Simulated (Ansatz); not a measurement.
# BMe2Br (C2H6BBr): trial inputs and their diagnosis

Aim: try 2 inputs for BMe2Br (C2H6BBr) as typed, read how each ends, and find what has to change.

The runs use Ansatz 0.2.0, Gaussian basis; the settings change from run to run.

## Step 1: The geometry

The geometry comes from an earlier relaxation with PBE0-D4/def2-SVP; it is a stationary point, not always the lowest conformer.

10 atoms, charge 0, spin multiplicity 1.

Atoms are counted from 1 here; the program's logs count them from 0.

Bond lengths: B1–C2 1.562 Å, B1–C6 1.562 Å, B1–Br10 1.934 Å, C2–H3 1.108 Å, C2–H4 1.102 Å, C2–H5 1.098 Å, C6–H7 1.108 Å, C6–H8 1.101 Å, C6–H9 1.099 Å. Angles: C2–B1–C6 123.8°, C2–B1–Br10 118.1°, C6–B1–Br10 118.1°, B1–C2–H3 106.3°, B1–C2–H4 112.3°, B1–C2–H5 114.6°, H3–C2–H4 106.1°, H3–C2–H5 106.9°, H4–C2–H5 110.1°, B1–C6–H7 106.4°, B1–C6–H8 112.4°, B1–C6–H9 114.5°, H7–C6–H8 106.2°, H7–C6–H9 106.8°, H8–C6–H9 110.1°.

## Step 2: Attempt 1

The input, in.yaml:

```yaml
crystal:
  periodic: [false, false, false]
  atoms:
    - {symbol: B, position_ang: [-0.155072, -0.310631, 0.000019]}
    - {symbol: C, position_ang: [0.911240, -0.352652, 0.022835]}
    - {symbol: H, position_ang: [0.955846, -0.312243, 0.769926]}
    - {symbol: H, position_ang: [1.234401, 0.257982, -0.274105]}
    - {symbol: H, position_ang: [1.212677, -0.859411, -0.256249]}
    - {symbol: C, position_ang: [-0.753871, 0.620269, -0.019230]}
    - {symbol: H, position_ang: [-0.717597, 0.807283, -0.770226]}
    - {symbol: H, position_ang: [-0.321314, 1.206469, 0.304805]}
    - {symbol: H, position_ang: [-1.253052, 0.484816, 0.233796]}
    - {symbol: Br, position_ang: [-0.864720, -1.479442, -0.001412]}
basis:
  gaussian: {orbitals: def2-TZVP, point_charges: [{charge: 1.00, position_ang: [4.694, -0.532, 0.632]}]}
total_charge: -1
magnetization: {spin_polarized: true, initial_magnetization: 1}
hamiltonian: {xc: {name: PBE0}, dispersion: d4}
```

Run with:

```sh
$ ansatz run in.yaml --threads 4 --pin off --events-out ev --progress --plain --max-ram 3916MiB
```

The log of the run:

```text
Functional definition: PBE0
  name "PBE0"
  cite "Adamo & Barone, J. Chem. Phys. 110, 6158 (1999) doi:10.1063/1.478522"
  cite "Perdew, Burke & Ernzerhof, Phys. Rev. Lett. 77, 3865 (1996) doi:10.1103/PhysRevLett.77.3865"
  parent pbe
  parameter a = 0.25
  parameter kappa = 0.804
  parameter beta = 0.06672455060314922
  exchange = (1 - a)*pbe_x(kappa = kappa, mu = beta*pi^2/3) + a*exact_x
  correlation = pbe_c(beta = beta)
1206 factors; their error is unknown
mean field evaluation 1: about -72786.1992 eV, gradient 1.0e2 eV
mean field evaluation 2: about -72623.3322 eV, gradient 1.8e2 eV
mean field evaluation 4: about -72824.7717 eV, gradient 1.9e1 eV
mean field evaluation 8: about -72826.1701 eV, gradient 1.3e-1 eV
mean field evaluation 16: about -72826.5875 eV, gradient 1.9e-3 eV
mean field -72826.58748552 eV, -2676.3277264589 hartree, gradient 7.3e-5 eV, S^2 0.750218; 0 other end points of the search recorded, 0 dependent functions left out
reference -72826.58751363 eV, -2676.3277274918 hartree; 30, 29 occupied and 147, 148 virtual orbitals, 1206 factors
Total energy: -72826.79201427 eV, -2676.3352427518 hartree
```

Run time: 5.5 s. Hardware: 4 threads of Arm Neoverse V2, shared host; peak memory 0.56 GiB.

**Diagnosis.** It ended without an error, which proves nothing about the input. The geometry is squeezed well below its size. The shortest distance is 0.58 Å (C6–H9), against 1.10 Å in the relaxed molecule. It also asks for charge -1 and multiplicity 2, another species or state than the molecule above. Its energy is no property of the relaxed molecule. Fix: use the relaxed coordinates, and remove the point charge, and set charge and spin to those of the species named.

## Step 3: Attempt 2

The input, in.yaml:

```yaml
crystal:
  periodic: [false, false, false]
  atoms:
    - {symbol: B, position_ang: [-0.258453, -0.443759, 0.000027]}
    - {symbol: C, position_ang: [1.301772, -0.503789, 0.032622]}
    - {symbol: H, position_ang: [1.593077, -0.446061, 1.099894]}
    - {symbol: H, position_ang: [1.763429, 0.368546, -0.456842]}
    - {symbol: H, position_ang: [1.732395, -1.432352, -0.366070]}
    - {symbol: C, position_ang: [-1.076958, 0.886098, -0.032051]}
    - {symbol: H, position_ang: [-1.195995, 1.153261, -1.100323]}
    - {symbol: H, position_ang: [-0.535523, 1.723528, 0.435436]}
    - {symbol: H, position_ang: [-2.088420, 0.808027, 0.389660]}
    - {symbol: Br, position_ang: [-1.235314, -2.113489, -0.002353]}
basis:
  gaussian: {orbitals: 6-31G, final_grid: {core_spheres: 1, valence_spheres: 1, degree: 3}}
hamiltonian: {xc: {name: r2SCAN}}
scf: {omitted_lower_state_checks: [starts]}
output: {forces: true}
```

Launched as before.

The log of the run, shortened:

```text
Functional definition: r2SCAN
  name "r2SCAN"
  cite "Furness, Kaplan, Ning, Perdew & Sun, J. Phys. Chem. Lett. 11, 8208 (2020) doi:10.1021/acs.jpclett.0c02405"
  cite "Furness, Kaplan, Ning, Perdew & Sun, J. Phys. Chem. Lett. 11, 9248 (2020) doi:10.1021/acs.jpclett.0c03077"
  parent r2scan
[...]
831 factors; integrals over basis functions are off by at most 3.4e-4 eV
[...]
mean field -72887.75948794 eV, -2678.5757560841 hartree, gradient 5.5e-5 eV, S^2 0.000000; 0 other end points of the search recorded, 0 dependent functions left out
[...]
reference -72887.75948883 eV, -2678.5757561168 hartree; 29, 29 occupied and 39, 39 virtual orbitals, 831 factors
Total energy: -72887.75948883 eV, -2678.5757561168 hartree
Atom 0 at    -0.258453    -0.443759     0.000027 Å, force     7.960608    13.577284    -0.038545 eV/Å
Atom 1 at     1.301772    -0.503789     0.032622 Å, force   -10.573818    -6.884399    -4.515534 eV/Å
Atom 2 at     1.593077    -0.446061     1.099894 Å, force    -2.030606    -0.145505    -2.351751 eV/Å
Atom 3 at     1.763429     0.368546    -0.456842 Å, force    -1.940620    -2.096107     3.680729 eV/Å
Atom 4 at     1.732395    -1.432352    -0.366070 Å, force    -0.474776     4.372120     1.884152 eV/Å
Atom 5 at    -1.076958     0.886098    -0.032051 Å, force    -0.888745   -12.752809     4.404078 eV/Å
Atom 6 at    -1.195995     1.153261    -1.100323 Å, force     1.054143    -1.741182     2.347864 eV/Å
Atom 7 at    -0.535523     1.723528     0.435436 Å, force    -0.856606    -2.694030    -3.521643 eV/Å
Atom 8 at    -2.088420     0.808027     0.389660 Å, force     3.902482     1.716107    -1.969854 eV/Å
Atom 9 at    -1.235314    -2.113489    -0.002353 Å, force     3.847938     6.648520     0.080504 eV/Å
Dipole moment:     0.253780     0.427537    -0.000726 e Å
Checks for a lower state left out: starts
```

It took 0.95 s on 4 threads of Arm Neoverse V2, shared host.

Diagnosis: The run converged, but a converged run isn't a right one. The integration grid is far too coarse. Its energy carries the error of the grid. Cure: drop final_grid and take the default grid.

## Step 4: How the tries ended

| attempt | level | ended | cause | time |
| --- | --- | --- | --- | --- |
| 1 | PBE0/def2-TZVP | converged | the geometry is squeezed well below its size | 5.5 s |
| 2 | r2SCAN/6-31G | converged | the integration grid is far too coarse | 0.95 s |

2 converged. The dangerous case is the input that converges on a wrong geometry, charge, spin, basis or grid: often only a look at the input shows it.
